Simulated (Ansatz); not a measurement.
**C2H5ClSi2: a ladder of functionals and wavefunction methods**

The task here is to estimate one member of a computed series from the others.

The runs use Ansatz 0.2.0, Gaussian basis; functionals in def2-TZVPP, the program's frozen cores in correlated methods.

Plan: PBE-D4, r2SCAN-D4, PBE0-D4, B3LYP-D4, ωB97X-V, ωB97M-V, B2PLYP; CCSD(T)/def2-TZVPP; MP2/def2-QZVPP; extrapolation to the limit.

**The geometry**

The geometry comes from an earlier relaxation with PBE0-D4 in a triple-zeta def2 set; it is a stationary point, not always the lowest conformer.

SMILES `C#C[SiH]([SiH3])Cl`, 10 atoms, charge 0, spin multiplicity 1.

Atoms are counted from 1 here; the program's logs count them from 0.

Bond lengths: C1–C2 1.206 Å, C1–H6 1.066 Å, C2–Si3 1.818 Å, Si3–Si4 2.337 Å, Si3–Cl5 2.060 Å, Si3–H7 1.482 Å, Si4–H8 1.486 Å, Si4–H9 1.485 Å, Si4–H10 1.487 Å. Angles: C2–C1–H6 179.5°, C1–C2–Si3 177.2°, C2–Si3–Si4 109.7°, C2–Si3–Cl5 109.1°, C2–Si3–H7 108.7°, Si4–Si3–Cl5 108.8°, Si4–Si3–H7 113.0°, Cl5–Si3–H7 107.4°, Si3–Si4–H8 109.5°, Si3–Si4–H9 109.1°, Si3–Si4–H10 109.5°, H8–Si4–H9 109.7°, H8–Si4–H10 109.4°, H9–Si4–H10 109.6°.

Geometry (Å):

```
C    -1.5146    1.8829    1.2568
C    -0.7678    1.3766    0.4561
Si    0.3638    0.5445   -0.6974
Si    0.7047   -1.6643   -0.0129
Cl   -0.4764    0.5348   -2.5788
H    -2.1758    2.3370    1.9593
H     1.6204    1.3268   -0.7763
H     1.6163   -2.3454   -0.9691
H    -0.6020   -2.3696    0.0217
H     1.3143   -1.6745    1.3435
```

Set-up of the first run:

Contents of in.yaml:

```yaml
crystal:
  periodic: [false, false, false]
  atoms:
    - {symbol: C, position_ang: [-1.514574, 1.882863, 1.256836]}
    - {symbol: C, position_ang: [-0.767808, 1.376560, 0.456073]}
    - {symbol: Si, position_ang: [0.363799, 0.544499, -0.697431]}
    - {symbol: Si, position_ang: [0.704707, -1.664334, -0.012874]}
    - {symbol: Cl, position_ang: [-0.476392, 0.534785, -2.578797]}
    - {symbol: H, position_ang: [-2.175759, 2.337035, 1.959299]}
    - {symbol: H, position_ang: [1.620440, 1.326768, -0.776295]}
    - {symbol: H, position_ang: [1.616279, -2.345364, -0.969051]}
    - {symbol: H, position_ang: [-0.601985, -2.369571, 0.021690]}
    - {symbol: H, position_ang: [1.314295, -1.674541, 1.343450]}
basis:
  gaussian: {orbitals: def2-TZVPP}
hamiltonian: {xc: pbe, dispersion: d4}
output: {forces: true, orbitals: {seedname: orbitals}}
```

On the command line:

```sh
> ansatz run in.yaml --threads 4 --pin off --events-out ev --progress --plain --max-ram 10444MiB
```

Steps of the session up to this table: PBE-D4 (GGA); r2SCAN-D4 (meta-GGA); PBE0-D4 (hybrid); B3LYP-D4 (hybrid); ωB97X-V (range-separated); ωB97M-V (range-separated); B2PLYP (double hybrid); CCSD(T) in def2-TZVPP; MP2 in def2-QZVPP.

One table of the session follows, with a row left open; its other results are not shown here.

```
            method  atomisation energy (kJ/mol)
            PBE-D4                       3591.3
         r2SCAN-D4                       3560.5
           PBE0-D4                            ?
          B3LYP-D4                       3540.9
           ωB97X-V                       3565.6
           ωB97M-V                       3557.3
            B2PLYP                       3507.5
     HF/def2-TZVPP                       2651.6
    MP2/def2-TZVPP                       3512.6
   CCSD/def2-TZVPP                       3396.9
CCSD(T)/def2-TZVPP                       3454.4
           MP2/CBS                       3612.9
       CCSD(T)/CBS                       3554.6
```

**Question.** Estimate the row for PBE0-D4.

The run gave: atomisation energy (kJ/mol): 3546.1. In the column «atomisation energy (kJ/mol)» it lies between B3LYP-D4 (3540.9) and CCSD(T)/CBS (3554.6).

Caveats from the session: Free atoms (2 C, 2 Si, 1 Cl, 5 H) were run apart at each level; the atomisation energy is their sum less the molecule, without zero-point or spin-orbit terms.
